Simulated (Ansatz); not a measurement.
# HO2 (hydroperoxy) at UHSE06/def2-TZVPPD

What is the electronic atomisation energy of HO2 (hydroperoxy) at UHSE06/def2-TZVPPD? 

Program for the calculation: Ansatz 0.2.0.

33 further runs of the same task are left out: 33 set aside as unsound or not needed.

### 1 The system as given

HO2: 3 atoms, total charge 0, spin state doublet. As SMILES, `[O]O`. The shape is that of a PBE0-D4/def2-TZVP optimisation.

Bond lengths: O1–O2 1.309 Å, O2–H3 0.975 Å. Angles: O1–O2–H3 105.8°.

### 2 A single-point energy at UHSE06/def2-TZVPPD

The input, input.yaml:

```yaml
crystal:
  periodic: [false, false, false]
  atoms:
    - symbol: O
      position_ang: [-0.355150, 0.941950, -0.088650]
    - symbol: O
      position_ang: [-0.244540, -0.359400, -0.172440]
    - symbol: H
      position_ang: [0.599690, -0.582550, 0.261090]
basis:
  gaussian: {orbitals: def2-TZVPPD.json}
magnetization: {spin_polarized: true, initial_magnetization: 1}
hamiltonian: {xc: {name: HSE06}}
accuracy: high
output: {orbitals: {seedname: orbitals}}
```

The basis set def2-TZVPPD is read from a file made from the Basis Set Exchange's data (not shown).

On the command line:

```bash
$ ansatz run input.yaml --threads 1 --pin off --max-ram 3480MiB --events-out events.jsonl --progress --plain --runs-dir runs
```

The program printed:

```text
Warning: RAYON_NUM_THREADS=1 ignored (pool sized by the plan → 1); use --threads N
Functional definition: HSE06
  name "HSE06"
  parameter a = 0.25
  parameter omega = 0.11/bohr
  exchange = pbe_x - a*pbe_x_sr(omega) + a*exact_x_sr(omega)
  correlation = pbe_c
1482 factors; integrals over basis functions are off by at most 3.7e-9 eV
86 factors; integrals over basis functions are off by at most 1.4e-9 eV
mean field evaluation 1: about -4102.5954 eV, gradient 1.9e1 eV
mean field evaluation 2: about -4102.4312 eV, gradient 2.0e1 eV
mean field evaluation 4: about -4103.8050 eV, gradient 2.9e0 eV
mean field evaluation 8: about -4103.8484 eV, gradient 1.6e-1 eV
mean field evaluation 16: about -4103.8486 eV, gradient 2.1e-5 eV
mean field -4103.84856817 eV, -150.8136531919 hartree, gradient 4.3e-8 eV, S^2 0.754508; 1 other end points of the search recorded, 0 dependent functions left out
reference -4103.84857243 eV, -150.8136533483 hartree; 9, 8 occupied and 88, 89 virtual orbitals, 1482 factors
Total energy: -4103.84857243 eV, -150.8136533483 hartree
```

Run time: 5.4 s. Hardware: 1 thread of Arm Neoverse V1, shared host; peak memory 0.26 GiB.

### 3 The H atom at the same level

The input, job.yaml:

```yaml
basis:
  gaussian:
    orbitals: def2-TZVPPD.json
crystal:
  periodic: [false, false, false]
  atoms:
    - {symbol: H, position_ang: [0.000000, 0.000000, 0.000000]}
magnetization:
  spin_polarized: true
  initial_magnetization: 1
hamiltonian:
  xc: {name: HSE06}
accuracy: high
```

The basis set def2-TZVPPD is read from a file made from the Basis Set Exchange's data (not shown).

Run the same way, it converges to -0.50075 Eh (log not shown).

### 4 The O atom

The input, run.yaml:

```yaml
crystal:
  periodic: [false, false, false]
  atoms:
    - symbol: O
      position_ang: [0.000000, 0.000000, 0.000000]
basis:
  gaussian: {orbitals: def2-TZVPPD.json}
magnetization: {spin_polarized: true, initial_magnetization: 2}
hamiltonian: {xc: hse06}
accuracy: high
```

The basis set def2-TZVPPD is read from a file made from the Basis Set Exchange's data (not shown).

Run the same way, it converges to -75.01582 Eh (log not shown).

### 5 Results

Level: UHSE06/def2-TZVPPD.

| quantity | value |
| --- | --- |
| molecule: total energy | -150.81365 Eh |
| molecule: HOMO energy (highest over α and β) | -7.72 eV |
| molecule: LUMO energy (lowest over α and β) | -3.44 eV |
| molecule: ⟨S²⟩ | 0.755 |
| H atom: total energy | -0.50075 Eh |
| H atom: ⟨S²⟩ | 0.750 |
| O atom: total energy | -75.01582 Eh |
| O atom: ⟨S²⟩ | 2.004 |
| electronic atomisation energy | 7.654 eV |

In words: Taking the molecule apart into free atoms costs 7.65 eV (176 kcal/mol), before zero-point energy and without spin-orbit coupling.
